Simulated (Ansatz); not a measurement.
# C₂H₇FSi₂: a ladder of functionals and wavefunction methods

How much do the methods differ for C₂H₇FSi₂? The plan is to run it at one geometry with functionals of several rungs and with coupled cluster. The yardstick is the atomisation energy at the CCSD(T) limit.

Method: functionals in def2-TZVPP, the program's frozen cores in correlated methods; program: Ansatz 0.2.0, Gaussian basis.

The runs, in order: LDA (SPW92), PBE-D4, revPBE-D4, BLYP-D4, r2SCAN-D4, B97M-V, PBE0-D4, B3LYP-D4, r2SCANh-D4, r2SCAN0-D4, HSE06-D4, BHLYP-D4, CAM-B3LYP-D4, LC-ωPBE, ωB97X-V, ωB97M-V, B2PLYP, PBE-QIDH; CCSD(T)/def2-SVP; CCSD(T)/def2-TZVPP; MP2/def2-QZVPP; extrapolation to the limit; RPA on PBE.

### 1 The relaxed structure

All runs share one geometry, relaxed beforehand with PBE0-D4 in a triple-zeta def2 set.

SMILES `FC[SiH]1C[SiH2]1`, 12 atoms, charge 0, spin multiplicity 1.

Atoms are counted from 1 here; the program's logs count them from 0.

Bond lengths: F1–C2 1.391 Å, C2–Si3 1.888 Å, C2–H6 1.094 Å, C2–H7 1.094 Å, Si3–C4 1.823 Å, Si3–Si5 2.505 Å, Si3–H8 1.481 Å, C4–Si5 1.960 Å, C4–H9 1.087 Å, C4–H10 1.088 Å, Si5–H11 1.532 Å, Si5–H12 1.774 Å. Angles: F1–C2–Si3 109.5°, F1–C2–H6 108.3°, F1–C2–H7 108.8°, Si3–C2–H6 111.8°, Si3–C2–H7 110.2°, H6–C2–H7 108.2°, C2–Si3–C4 118.7°, C2–Si3–Si5 115.5°, C2–Si3–H8 112.8°, C4–Si3–Si5 50.9°, C4–Si3–H8 119.3°, Si5–Si3–H8 126.3°, Si3–C4–Si5 82.8°, Si3–C4–H9 116.5°, Si3–C4–H10 114.8°, Si5–C4–H9 113.8°, Si5–C4–H10 114.3°, H9–C4–H10 111.8° and more.

### 2 LDA

This LDA is Slater exchange with PW92 correlation.

in.yaml reads:

```yaml
crystal:
  periodic: [false, false, false]
  atoms:
    - {symbol: F, position_ang: [-2.389153, -0.129048, 1.188657]}
    - {symbol: C, position_ang: [-1.429034, 0.658349, 0.561048]}
    - {symbol: Si, position_ang: [0.252917, -0.191980, 0.668163]}
    - {symbol: C, position_ang: [0.810371, -1.208089, -0.739293]}
    - {symbol: Si, position_ang: [1.872246, 0.387183, -1.152850]}
    - {symbol: H, position_ang: [-1.419279, 1.639012, 1.046269]}
    - {symbol: H, position_ang: [-1.715786, 0.797269, -0.485584]}
    - {symbol: H, position_ang: [0.597550, -0.610158, 2.046918]}
    - {symbol: H, position_ang: [1.408800, -2.083468, -0.498881]}
    - {symbol: H, position_ang: [0.039499, -1.434984, -1.472577]}
    - {symbol: H, position_ang: [0.640532, 1.182855, -1.595838]}
    - {symbol: H, position_ang: [1.408237, 0.938059, 0.467968]}
basis:
  gaussian: {orbitals: def2-TZVPP}
hamiltonian: {xc: lda}
output: {orbitals: {seedname: orbitals}}
```

Started as:

```
ansatz run in.yaml --threads 4 --pin off --events-out ev --progress --plain --max-ram 10444MiB
```

The runs that follow: PBE-D4 (GGA); revPBE-D4 (GGA); BLYP-D4 (GGA); r2SCAN-D4 (meta-GGA); B97M-V (meta-GGA); PBE0-D4 (hybrid); B3LYP-D4 (hybrid); r2SCANh-D4 (hybrid); r2SCAN0-D4 (hybrid); HSE06-D4 (hybrid); BHLYP-D4 (hybrid); CAM-B3LYP-D4 (range-separated); LC-ωPBE (range-separated); ωB97X-V (range-separated); ωB97M-V (range-separated); B2PLYP (double hybrid); PBE-QIDH (double hybrid); CCSD(T) in def2-SVP; CCSD(T) in def2-TZVPP; MP2 in def2-QZVPP; RPA on PBE orbitals.

Before running them: what should the planned runs give, taken together? Wanted: atomisation energy, CCSD(T)/CBS; farthest beyond LDA; mean size of error, GGA; mean size of error, meta-GGA; mean size of error, hybrid; mean size of error, range-separated; mean size of error, double hybrid; gap, smallest and largest; T1 diagnostic.

**Answer**, as computed:

| quantity | value |
| --- | --- |
| atomisation energy, CCSD(T)/CBS | 42.490 eV |
| functionals within 0.212 eV (0.5 %) | BLYP-D4, r2SCAN-D4, PBE0-D4, B3LYP-D4, r2SCANh-D4, HSE06-D4, CAM-B3LYP-D4, ωB97X-V |
| farthest beyond LDA | BHLYP-D4 (-1.110 eV) |
| mean size of error, GGA | 0.375 eV |
| mean size of error, meta-GGA | 0.248 eV |
| mean size of error, hybrid | 0.298 eV |
| mean size of error, range-separated | 0.190 eV |
| mean size of error, double hybrid | 0.447 eV |
| gap, smallest and largest | 3.45 eV (LDA (SPW92)), 9.87 eV (LC-ωPBE) |
| T1 diagnostic | 0.0142 |
| triples share of the correlation energy | 3.8 % |

The LDA atomisation energy is off by 6.075 eV (14 %): it overbinds. PBE-D4 misses by +0.694 eV. Double hybrids carry the basis error of their MP2 part in triple zeta, and no dispersion term here, so their miss is partly the set-up's. By mean error the best rung here is range-separated (0.190 eV) and the worst beyond LDA is double hybrid (0.447 eV). GGA functionals lie within the reference's doubt of that worst mean (0.375 eV), so those two tie. The gap between the best rungs is small, so their order is not settled. The reference freezes the cores and leaves out relativity and excitations past (T), so misses under about 0.212 eV can't be ranked. Hartree-Fock recovers 73 % of the binding; the rest is correlation. CCSD(T) in def2-SVP is off by -2.647 eV, more than most functionals: a good method in a small basis is no reference. Orbital gaps span 3.4 to 9.9 eV; exact exchange widens them.
